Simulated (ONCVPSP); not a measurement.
# Pseudopotential generation for Ce: ONCV, PBE

Task: generate the file, and judge it by its errors in other configurations, its logarithmic derivatives, its ghosts and its cutoff.

The numbers are computed with ONCVPSP 4.0.1 (PBE, fully relativistic, spin-unpolarised reference atom).

## 1. The design

Typed settings, in words:

```json
{
 "element": "cerium (Ce, Z = 58)",
 "type": "optimised norm-conserving Vanderbilt (ONCV)",
 "frozen core": "[Kr] 4d10",
 "valence charge": "12",
 "reference configuration": "4f1 5s2 5p6 5d1 6s2",
 "partial waves": "5s+6s: rc 1.90 bohr, ncon 4, nbas 8, qcut 5 1/bohr, 2 projectors; 5p: rc 2.05 bohr, ncon 3, nbas 6, qcut 4.2 1/bohr, 2 projectors, debl 1.4 Ha; 5d: rc 3.30 bohr, ncon 4, nbas 9, qcut 5.7 1/bohr, 2 projectors, debl 1.3 Ha; 4f: rc 1.60 bohr, ncon 4, nbas 9, qcut 9.3 1/bohr, 2 projectors, debl 1.6 Ha",
 "local potential": "polynomial inside 1.15 bohr (lpopt 5, dvloc0 1 Ha)",
 "core correction": "Teter function, parameters optimised by the program"
}
```

The outer shells as boxes (Hund's rule for the drawing; the calculation is spin-unpolarised):

```
[Kr] core
4d [↑↓][↑↓][↑↓][↑↓][↑↓]
4f [↑ ][  ][  ][  ][  ][  ][  ]
5s [↑↓]
5p [↑↓][↑↓][↑↓]
5d [↑ ][  ][  ][  ][  ]
6s [↑↓]
```

An earlier all-electron run gives the scale for the radii.

All-electron outer shells of the reference configuration (PBE, scalar-relativistic, ld1.x):

```json
{"shell": "4d", "level (eV)": "-110.49", "outermost node (bohr)": "0.31", "outermost maximum (bohr)": "0.66"}
{"shell": "5s", "level (eV)": "-40.59", "outermost node (bohr)": "0.75", "outermost maximum (bohr)": "1.37"}
{"shell": "5p", "level (eV)": "-23.22", "outermost node (bohr)": "0.81", "outermost maximum (bohr)": "1.55"}
{"shell": "4f", "level (eV)": "-5.38", "outermost node (bohr)": "–", "outermost maximum (bohr)": "0.71"}
{"shell": "6s", "level (eV)": "-3.74", "outermost node (bohr)": "1.82", "outermost maximum (bohr)": "3.72"}
{"shell": "5d", "level (eV)": "-3.06", "outermost node (bohr)": "0.92", "outermost maximum (bohr)": "2.15"}
{"shell": "6p", "level (eV)": "-1.35", "outermost node (bohr)": "2.16", "outermost maximum (bohr)": "4.90"}
```

## 2. The generation run

Contents of Ce.dat:

```
# ATOM AND REFERENCE CONFIGURATION
# atsym  z   nc   nv     iexc    psfile
  Ce 58.00    9    5        4      upf
#
#   n    l    f
    1    0    2.00
    2    0    2.00
    2    1    6.00
    3    0    2.00
    3    1    6.00
    3    2   10.00
    4    0    2.00
    4    1    6.00
    4    2   10.00
    4    3    1.00
    5    0    2.00
    5    1    6.00
    5    2    1.00
    6    0    2.00
#
# PSEUDOPOTENTIAL AND OPTIMIZATION
# lmax
    3
#
#   l,   rc,      ep,       ncon, nbas, qcut
    0    1.90    0.00    4    8    5.00
    1    2.05    0.00    3    6    4.20
    2    3.30    0.00    4    9    5.70
    3    1.60    0.00    4    9    9.30
#
# LOCAL POTENTIAL
# lloc, lpopt,  rc(5),   dvloc0
    4    5    1.15    1.00
#
# VANDERBILT-KLEINMAN-BYLANDER PROJECTORs
# l, nproj, debl
    0    2    2.70
    1    2    1.40
    2    2    1.30
    3    2    1.60
#
# MODEL CORE CHARGE
# icmod, fcfact, rcfact
    4    0.65    0.00
#
# LOG DERIVATIVE ANALYSIS
# epsh1, epsh2, depsh
   -3.00    5.00    0.02
#
# OUTPUT GRID
# rlmax, drl
    6.00    0.01
#
# TEST CONFIGURATIONS
# ncnf
    4
# nvcnf
#   n    l    f
    5
    4    3    1.00
    5    0    2.00
    5    1    6.00
    5    2    1.00
    6    0    1.00
#
    5
    4    3    1.00
    5    0    2.00
    5    1    6.00
    5    2    1.00
    6    0    0.00
#
    5
    4    3    1.00
    5    0    2.00
    5    1    6.00
    5    2    0.00
    6    0    0.00
#
    5
    4    3    0.00
    5    0    2.00
    5    1    6.00
    5    2    2.00
    6    0    2.00
#
```

On the command line:

```
$ oncvpspr.x < Ce.dat > Ce.out
```

What does the calculation give? Wanted: cutoffs for 1 and 0.1 mHa per electron, occupied waves; bound ghosts; GHOST(+) flags; largest test error; largest phase difference near zero energy, channels read; rms error of d²Exc/dn², without and with the model core.

As calculated:

```
                                                quantity                              value
  cutoffs for 1 and 0.1 mHa per electron, occupied waves                   42 Ha and 103 Ha
                                            bound ghosts                    s at -128.30 eV
                                          GHOST(+) flags       p3/2 at 55 eV, p1/2 at 64 eV
                            largest test error (AE − PS)  +271 meV, for 4f0 5s2 5p6 5d2 6s2
largest phase difference near zero energy, channels read                          0.000 rad
 rms error of d²Exc/dn², without and with the model core                 13.25 and 1.42 mHa
```

In words: A bound ghost (s) makes it unfit for use: electrons can fall into a state that the atom doesn't have. By total energies transferability is poor: the largest error is 271 meV on 4.8 eV, for 4f0 5s2 5p6 5d2 6s2. The potential is hard: the looser tolerance needs 42 Ha. At the looser tolerance the 4f wave is the slowest; 5s needs 11 Ha. Near zero energy the phases of the channels with partial waves agree within 0.001 rad. The program also flags highly localised states, GHOST(+) (p3/2, p1/2).
